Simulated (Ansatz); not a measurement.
**YGaS: further runs on a relaxed guess**

Aim: for this structure of YGaS, see whether it has a gap, which orbitals make up the states near it and how charge is shared.

Program: Ansatz 0.2.0. Level of theory: DFT PBE, scalar-relativistic, plane waves, PAW. These are calculated values, not measurements.

### 1 Starting point

It takes space group P4_2/mmc (No. 131, tetragonal). The conventional cell has a = 4.206 Å, b = 4.206 Å, c = 7.721 Å, α = 90.00°, β = 90.00°, γ = 90.00°. Y (site symmetry -4m2) is surrounded by 4 S at 2.85 Å and 4 Ga at 2.97 Å. Ga (site symmetry -4m2) is surrounded by 4 S at 2.85 Å and 4 Y at 2.97 Å. S (site symmetry mmm) has 4 Y at 2.85 Å and 4 Ga at 2.85 Å as nearest neighbours.

As a file:

```cif
data_structure
_symmetry_space_group_name_H-M 'P 1'
_symmetry_Int_Tables_number 1
_cell_length_a 4.2059
_cell_length_b 4.2059
_cell_length_c 7.7214
_cell_angle_alpha 90.000
_cell_angle_beta 90.000
_cell_angle_gamma 90.000
_cell_volume 136.59
loop_
_atom_site_label
_atom_site_type_symbol
_atom_site_fract_x
_atom_site_fract_y
_atom_site_fract_z
_atom_site_occupancy
Y1 Y 0.50000 0.50000 0.25000 1
Y2 Y 0.50000 0.50000 0.75000 1
Ga1 Ga 0.00000 0.00000 0.75000 1
Ga2 Ga 0.00000 0.00000 0.25000 1
S1 S 0.00000 0.50000 0.00000 1
S2 S 0.50000 0.00000 0.50000 1
```

The cell was relaxed beforehand at this level, from an invented guess; it needn't be the stable form of this composition. At a tolerance of 0.05 Å it has space group P4_2/mmc (No. 131); it has 22.76 Å³/atom, an uncorrected energy of -0.75 eV/atom over the elements.

### 2 Bands, states and charges

input.yaml

```yaml
crystal:
  lattice:
    - [4.2058758658, 0.0, 0.0]
    - [0.0, 4.2058758658, 0.0]
    - [0.0, 0.0, 7.7214075205]
  atoms:
    - { symbol: "Y", position: [0.5, 0.5, 0.25] }
    - { symbol: "Y", position: [0.5, 0.5, 0.75] }
    - { symbol: Ga, position: [0.0, 0.0, 0.75] }
    - { symbol: Ga, position: [0.0, 0.0, 0.25] }
    - { symbol: S, position: [0.0, 0.5, 0.0] }
    - { symbol: S, position: [0.5, 0.0, 0.5] }
basis:
  ecutwfc: 420
kpoints:
  mp_grid: { grid: [10, 10, 6] }
  band_path:
    path:
      - [[0.0, 0.0, 0.0], [0.0, 0.5, 0.0], [0.5, 0.5, 0.0], [0.0, 0.0, 0.0], [0.0, 0.0, 0.5], [0.0, 0.5, 0.5], [0.5, 0.5, 0.5], [0.0, 0.0, 0.5]]
      - [[0.0, 0.5, 0.0], [0.0, 0.5, 0.5]]
      - [[0.5, 0.5, 0.0], [0.5, 0.5, 0.5]]
    npoints: 14
hamiltonian:
  xc: pbe
scf:
  occupations: { method: gaussian, width: 0.1 }
  n_extra_bands: 15
output:
  forces: true
  stress: true
  eigenvalues: true
  populations: true
  dos: { projected: true, de: 0.02, nscf_kmesh: { grid: [12, 12, 8] } }
  bader: true
  write_density: true
  write_potential: true
  elf: true
  volumetric_format: npy
```

On the command line:

```console
$ ansatz run input.yaml --threads 1 --pin off --max-ram 2048MiB --backend cpu --events-out ev --progress --plain --runs-dir out
```

Q: Predict the outcome of this session. Wanted: gap; states at the Fermi level; Bader charges.

The runs gave:

```
                 quantity                         value
                      gap                  none (metal)
states at the Fermi level          3.39 per eV per cell
            Bader charges  Y +1.54, Ga -0.26, S -1.28 e
```

What this shows: It comes out metallic. Of the projected weight within 0.25 eV of the Fermi level, the largest part is Y 4d (47 %) and Ga 4p (29 %). Bader charges reach 1.5 e, so charge transfer in this metal is strong.
